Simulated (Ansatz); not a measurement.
# BeNi: a relaxation

The task is a relaxation on BeNi. The structure is shown as the input types it.

Computed with Ansatz 0.2.0 (DFT, PBEsol, PAW with Ansatz's default frozen-core files, scalar-relativistic; relaxation of cell and atoms, unless a step's input says otherwise).

### 1 The starting structure

Symmetry: Pm-3m, No. 221, cubic system. The conventional cell has a = 2.587 Å, b = 2.587 Å, c = 2.587 Å, α = 90.00°, β = 90.00°, γ = 90.00°. Be (site symmetry m-3m) is surrounded by 8 Ni at 2.24 Å. Ni (site symmetry m-3m) is surrounded by 8 Be at 2.24 Å.

Coordinates:

```cif
data_structure
_symmetry_space_group_name_H-M 'P 1'
_symmetry_Int_Tables_number 1
_cell_length_a 2.5870
_cell_length_b 2.5870
_cell_length_c 2.5870
_cell_angle_alpha 90.000
_cell_angle_beta 90.000
_cell_angle_gamma 90.000
_cell_volume 17.31
loop_
_atom_site_label
_atom_site_type_symbol
_atom_site_fract_x
_atom_site_fract_y
_atom_site_fract_z
_atom_site_occupancy
Be1 Be 0.00000 0.00000 0.00000 1
Ni1 Ni 0.50000 0.50000 0.50000 1
```

### 2 Input and run

input.yaml reads:

```yaml
crystal:
  lattice:
    - [2.58699959, 0.0, 0.0]
    - [0.0, 2.58699959, 0.0]
    - [0.0, 0.0, 2.58699959]
  atoms:
    - { symbol: Be, position: [0.0, 0.0, 0.0] }
    - { symbol: Ni, position: [0.5, 0.5, 0.5] }
kpoints:
  mp_grid: { grid: [12, 12, 12] }
scf:
  occupations: { method: fermi_dirac, width: 0.08 }
  max_iter: 60
hamiltonian:
  xc: pbesol
  pseudopotentials: { kind: paw }
relax:
  f_tol: 1.0e-09
  max_steps: 30
  cell: {}
output:
  forces: true
  stress: true
```

Run with:

```
$ ansatz run input.yaml --threads 1 --pin off --max-ram 3072MiB --backend cpu --events-out ev --progress --plain --runs-dir out
```

Q: Will this input give a usable result? If not, why, and what should change?

This run ends as converged. Convergence says nothing about whether the input makes sense.

The suspect setting: relax.f_tol is 1.0e-09. What could go wrong: force tolerance out of reach. The run converged, but that does not make its result sound.

To check: set relax.f_tol to 0.002.
